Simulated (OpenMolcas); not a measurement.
# Mo²⁺ among point charges: CASSCF and CASPT2 levels and susceptibility

How does a field of 6 point charges split the states of Mo²⁺, and what χT follows?

The numbers are computed with OpenMolcas 26.06 (state-averaged CASSCF and CASPT2, spin-orbit coupling by RASSI with atomic mean-field integrals), except any that are marked as measured or tabulated.

**1. What is computed**

```
Species                           : Mo²⁺ (molybdenum, Z = 42, 40 electrons)
Basis                             : ANO-RCC-VDZP [6s5p3d1f], 43 functions
Scalar Hamiltonian                : DKH2, point nucleus
Inactive shells                   : 1s 2s 2p 3s 3p 3d 4s 4p
Active space                      : 4 electrons in 5 orbitals (4d)
Some configurations of this space : 4d⁴
Orbitals                          : optimised for each spin and parity, averaged over all roots
```

The outer shells:

4d4
```
4d [↑ ][↑ ][↑ ][↑ ][  ]
```

The ion sits among 6 point charges of -1 e arranged as a trigonal antiprism (D3d), 2.17 Å from the ion, with a polar angle of 47.1° against the regular 54.74°.

The work runs as a chain of OpenMolcas steps in one folder; each step below is one input file. Labels, J, g values, rates, χT and fits are worked out afterwards by a script from the matrices that RASSI stores. The input lists half of the charges; inversion (Group=XYZ) makes the rest.

**2. Basis and integrals**

Input file a.inp:

```
&GATEWAY
Coord
1

Mo 0.0 0.0 0.0
Basis=ANO-RCC-VDZP
Group=XYZ
NoMove
AngMom=0.0 0.0 0.0
AMFI
XField
3 Angstrom 0
0.000000 1.588912 1.477924 -1.000000
1.376038 -0.794456 1.477924 -1.000000
1.376038 0.794456 -1.477924 -1.000000
&SEWARD
```

Command:

```
$ OMP_NUM_THREADS=1 MOLCAS_MEM=1689 MOLCAS_PROJECT=a pymolcas a.inp > a.log
```

**3. CASSCF: quintets of even parity, 5 roots**

Input file a.inp:

```
&RASSCF
FileOrb=start.orb
Symmetry=1
Spin=5
nActEl=4 0 0
Inactive=9 9
Ras2=5 0
CIRoot=5 5 1
SDav=5
CIMx=300
Iter=120 100
PrWF=0.3
OrbListing=Nothing
MaxOrb=0
>>> COPY $Project.JobIph JOB001
```

start.orb holds the contracted functions of the basis, ordered by shell, or the orbitals of the step before.

**4. Reference wave functions, triplets of even parity, 45 roots**

Input file a.inp:

```
&RASSCF
FileOrb=start.orb
Symmetry=1
Spin=3
nActEl=4 0 0
Inactive=9 9
Ras2=5 0
CIRoot=45 45 1
SDav=45
CIMx=300
Iter=120 100
PrWF=0.3
OrbListing=Nothing
MaxOrb=0
>>> COPY $Project.JobIph JOB002
```

**5. CASSCF: singlets of even parity, 50 roots**

Input file a.inp:

```
&RASSCF
FileOrb=start.orb
Symmetry=1
Spin=1
nActEl=4 0 0
Inactive=9 9
Ras2=5 0
CIRoot=50 50 1
SDav=50
CIMx=300
Iter=120 100
PrWF=0.3
OrbListing=Nothing
MaxOrb=0
>>> COPY $Project.JobIph JOB003
```

**6. RASSI: spin-orbit coupling between the states**

Input file a.inp:

```
&RASSI
NrOfJobIphs=3 5 45 50
1 2 3 4 5
1 2 3 4 5 6 7 8 9 10 11 12 13 14 15 16 17 18 19 20 21 22 23 24 25 26 27
28 29 30 31 32 33 34 35 36 37 38 39 40 41 42 43 44 45
1 2 3 4 5 6 7 8 9 10 11 12 13 14 15 16 17 18 19 20 21 22 23 24 25 26 27
28 29 30 31 32 33 34 35 36 37 38 39 40 41 42 43 44 45 46 47 48 49 50
IphNames
JOB001
JOB002
JOB003
EJob
SpinOrbit
DIPRint=1.0
SOCoupling=1000.0
Subsets=2
Property=9
'ANGMOM' 1 'ANGMOM' 2 'ANGMOM' 3 'MLTPL  1' 1 'MLTPL  1' 2 'MLTPL  1' 3
'AMFI' 1 'AMFI' 2 'AMFI' 3
SOProperty=3
'ANGMOM' 1 'ANGMOM' 2 'ANGMOM' 3
```

**7. CASPT2: IPEA 0.25, imaginary shift 0.1 (closed shells correlated: 4s 4p)**

Input file a.inp:

```
>>> COPY JOB001 $Project.JobIph
&CASPT2
Multistate=5 1 2 3 4 5
NoMult
Frozen=8 6
IPEA=0.25
Imaginary=0.1
MaxIter=60
WThr=0.0 0.3 0.05
PrWF=0.5
NoMix
>>> COPY JOB002 $Project.JobIph
&CASPT2
Multistate=45 1 2 3 4 5 6 7 8 9 10 11 12 13 14 15 16 17 18 19 20 21 22
23 24 25 26 27 28 29 30 31 32 33 34 35 36 37 38 39 40 41 42 43 44 45
NoMult
Frozen=8 6
IPEA=0.25
Imaginary=0.1
MaxIter=60
WThr=0.0 0.3 0.05
PrWF=0.5
NoMix
>>> COPY JOB003 $Project.JobIph
&CASPT2
Multistate=50 1 2 3 4 5 6 7 8 9 10 11 12 13 14 15 16 17 18 19 20 21 22
23 24 25 26 27 28 29 30 31 32 33 34 35 36 37 38 39 40 41 42 43 44 45 46
47 48 49 50
NoMult
Frozen=8 6
IPEA=0.25
Imaginary=0.1
MaxIter=60
WThr=0.0 0.3 0.05
PrWF=0.5
NoMix
```

(Steps that only read results are left out.)

**Question.** What will these runs give? Wanted: spin-free ground state; first state of the same spin within the active space; lowest level; next level.

The runs gave:

| quantity | value |
| --- | --- |
| method | SS-CASPT2, IPEA 0.25, imaginary shift 0.1 (closed shells correlated: 4s 4p) |
| spin-free ground state | 5E, 2-fold in its orbital part |
| first state of the same spin within the active space | 5A1 at 6130 cm⁻¹ |
| lowest level | 2-fold E, g = 0.00, 0.00, 6.14 |
| next level | 26.2 cm⁻¹ |
| χT at 300 K | 2.37 cm³ K/mol |
| effective moment at 300 K | 4.35 μB |

Cost by method:

```csv
method,time of its own steps,time with the reference
A. CASSCF,39 s,39 s
"B. SS-CASPT2, IPEA 0.25, imaginary shift 0.1, +4s 4p",12 s,50 s
```

Times are of one thread on a shared host.

**Reading.** The spin-free ground state (5E) comes to 100 % from free-ion D terms and keeps the highest spin of the shell. χT at 300 K is 2.37, against 3.01 cm³ K/mol for the spin alone, so spin-orbit coupling lowers it. An active space of the d shell alone favours high spin; real ions in strong fields can be low spin. CASPT2 does not keep the components of a term degenerate, and the means are used. The field of point charges can differ much from that of real complexes. With metal d orbitals alone active, the gaps between spin states are rough; where two lie within a few thousand cm-1, their order is open. This is an electrostatic model: the charges have no orbitals.
